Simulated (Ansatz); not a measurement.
# F2GeH2S2: up Jacob's ladder to CCSD(T)

An exercise on one series of results from a longer session: the logs are not shown, and one member is left open.

Method: functionals in def2-TZVPP, the program's frozen cores in correlated methods; program: Ansatz 0.2.0, Gaussian basis.

The runs, in order: LDA (SPW92), PBE-D4, revPBE-D4, BLYP-D4, r2SCAN-D4, B97M-V, PBE0-D4, B3LYP-D4, r2SCANh-D4, r2SCAN0-D4, HSE06-D4, BHLYP-D4, CAM-B3LYP-D4, LC-ωPBE, ωB97X-V, ωB97M-V, B2PLYP, PBE-QIDH; CCSD(T)/def2-SVP; CCSD(T)/def2-TZVPP; MP2/def2-QZVPP; extrapolation to the limit; RPA on PBE.

## The geometry

The geometry comes from an earlier relaxation with PBE0-D4 in a triple-zeta def2 set; it is a stationary point, not always the lowest conformer.

SMILES `[F][Ge]([F])([SH])[SH]`, 7 atoms, charge 0, spin multiplicity 1.

Atoms are counted from 1 here; the program's logs count them from 0.

Bond lengths: F1–Ge2 1.720 Å, Ge2–F3 1.724 Å, Ge2–S4 2.186 Å, Ge2–S5 2.181 Å, S4–H6 1.345 Å, S5–H7 1.345 Å. Angles: F1–Ge2–F3 103.3°, F1–Ge2–S4 112.9°, F1–Ge2–S5 105.3°, F3–Ge2–S4 106.9°, F3–Ge2–S5 113.2°, S4–Ge2–S5 114.8°, Ge2–S4–H6 91.6°, Ge2–S5–H7 92.0°.

Set-up of the first run:

Input file in.yaml:

```yaml
crystal:
  periodic: [false, false, false]
  atoms:
    - {symbol: F, position_ang: [1.043795, -1.520551, 1.071062]}
    - {symbol: Ge, position_ang: [0.210712, -0.388157, 0.080465]}
    - {symbol: F, position_ang: [-0.990809, -1.350665, -0.695574]}
    - {symbol: S, position_ang: [-0.844107, 1.137551, 1.236381]}
    - {symbol: S, position_ang: [1.714279, 0.386174, -1.296829]}
    - {symbol: H, position_ang: [-1.936528, 0.359003, 1.340181]}
    - {symbol: H, position_ang: [0.863958, 1.308546, -1.781385]}
basis:
  gaussian: {orbitals: def2-TZVPP}
hamiltonian: {xc: lda}
output: {orbitals: {seedname: orbitals}}
```

Among the steps run: LDA; PBE-D4 (GGA); revPBE-D4 (GGA); BLYP-D4 (GGA); r2SCAN-D4 (meta-GGA); B97M-V (meta-GGA); PBE0-D4 (hybrid); B3LYP-D4 (hybrid); r2SCANh-D4 (hybrid); r2SCAN0-D4 (hybrid); HSE06-D4 (hybrid); BHLYP-D4 (hybrid); CAM-B3LYP-D4 (range-separated); LC-ωPBE-D4 (range-separated; the results give it without D4); ωB97X-V (range-separated); ωB97M-V (range-separated); B2PLYP (double hybrid); PBE-QIDH (double hybrid).

One table of the session follows, with a row left open; its other results are not shown here.

It belongs to the step «Orbital energies across the functionals». 

| functional | HOMO (eV) | gap (eV) |
| --- | --- | --- |
| LDA (SPW92) | -7.28 | 4.70 |
| PBE-D4 | -7.13 | 4.85 |
| revPBE-D4 | -7.07 | 4.91 |
| BLYP-D4 | -6.96 | 4.74 |
| r2SCAN-D4 | -7.46 | 5.43 |
| B97M-V | -7.52 | 5.61 |
| PBE0-D4 | -8.44 | 7.15 |
| B3LYP-D4 | -8.17 | 6.57 |
| r2SCANh-D4 | -7.94 | 6.27 |
| r2SCAN0-D4 | -8.65 | 7.51 |
| HSE06-D4 | -8.04 | 6.38 |
| BHLYP-D4 | ? | ? |
| CAM-B3LYP-D4 | -9.79 | 9.53 |
| LC-ωPBE | -11.23 | 12.23 |
| ωB97X-V | -10.84 | 11.77 |
| ωB97M-V | -10.65 | 11.41 |

Estimate the missing values for BHLYP-D4.

Worked estimate for «HOMO (eV)». Against the share of exact exchange, BLYP-D4 (0, -6.96), B3LYP-D4 (0.2, -8.17) give a slope of -6.05 per unit share; at 0.5 the line stands at -9.98.

The run gave: HOMO (eV): -9.58; gap (eV): 9.34. In «HOMO (eV)» the line misses by -0.40.
